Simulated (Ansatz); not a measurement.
# CH₅ClOSi: basis-set convergence

An exercise on one series of results from a longer session: the logs are not shown, and one member is left open.

Computed with Ansatz 0.2.0, Gaussian basis. Level: one geometry, several basis sets.

Plan: PBE0-D4/def2-SVP; ωB97M-V/def2-SVP; PBE0-D4/def2-QZVPP; ωB97M-V/def2-QZVPP; the functionals' def2-TZVPP values are taken from earlier runs.

## Structure used throughout

An earlier PBE0-D4 in a triple-zeta def2 set relaxation fixed the geometry.

SMILES `CO[SiH2]Cl`, 9 atoms, charge 0, spin multiplicity 1.

Atoms are counted from 1 here; the program's logs count them from 0.

Bond lengths: C1–O2 1.412 Å, C1–H5 1.090 Å, C1–H6 1.094 Å, C1–H7 1.096 Å, O2–Si3 1.626 Å, Si3–Cl4 2.057 Å, Si3–H8 1.474 Å, Si3–H9 1.483 Å. Angles: O2–C1–H5 108.0°, O2–C1–H6 110.9°, O2–C1–H7 111.5°, H5–C1–H6 108.9°, H5–C1–H7 108.7°, H6–C1–H7 108.8°, C1–O2–Si3 124.4°, O2–Si3–Cl4 111.0°, O2–Si3–H8 106.8°, O2–Si3–H9 111.2°, Cl4–Si3–H8 108.7°, Cl4–Si3–H9 106.0°, H8–Si3–H9 113.2°.

As a file:

```xyz
9
CH5ClOSi
C    -0.8410    0.9874    0.4470
O     0.4182    0.6855   -0.1172
Si    0.8912   -0.8049   -0.5626
Cl    0.9581   -2.0726    1.0563
H    -0.9399    2.0724    0.4897
H    -0.9208    0.5840    1.4606
H    -1.6591    0.5836   -0.1597
H     2.2515   -0.6717   -1.1153
H    -0.0696   -1.4101   -1.5158
```

The first run:

in.yaml reads:

```yaml
crystal:
  periodic: [false, false, false]
  atoms:
    - {symbol: C, position_ang: [-0.840996, 0.987355, 0.446962]}
    - {symbol: O, position_ang: [0.418213, 0.685475, -0.117201]}
    - {symbol: Si, position_ang: [0.891229, -0.804857, -0.562558]}
    - {symbol: Cl, position_ang: [0.958083, -2.072582, 1.056271]}
    - {symbol: H, position_ang: [-0.939892, 2.072450, 0.489686]}
    - {symbol: H, position_ang: [-0.920763, 0.584017, 1.460604]}
    - {symbol: H, position_ang: [-1.659148, 0.583587, -0.159737]}
    - {symbol: H, position_ang: [2.251459, -0.671672, -1.115304]}
    - {symbol: H, position_ang: [-0.069584, -1.410074, -1.515824]}
basis:
  gaussian: {orbitals: def2-SVP}
hamiltonian: {xc: pbe0, dispersion: d4}
output: {orbitals: {seedname: orbitals}}
```

Among the steps run: PBE0-D4 in def2-SVP; ωB97M-V in def2-SVP; PBE0-D4 in def2-QZVPP; ωB97M-V in def2-QZVPP.

One table of the session follows, with a row left open; its other results are not shown here.

It belongs to the step «Functionals by basis». 

| functional | basis | HOMO (eV) | LUMO (eV) |
| --- | --- | --- | --- |
| PBE0-D4 | def2-SVP | -8.54 | 1.02 |
| PBE0-D4 | def2-TZVPP | ? | ? |
| PBE0-D4 | def2-QZVPP | -8.69 | 0.30 |
| ωB97M-V | def2-SVP | -10.81 | 2.97 |
| ωB97M-V | def2-TZVPP | -10.98 | 2.22 |
| ωB97M-V | def2-QZVPP | -11.02 | 1.76 |

**Question.** Estimate the row for PBE0-D4, def2-TZVPP.

The run gave: HOMO (eV): -8.66; LUMO (eV): 0.49. In the column «HOMO (eV)» it lies between PBE0-D4, def2-QZVPP (-8.69) and PBE0-D4, def2-SVP (-8.54).
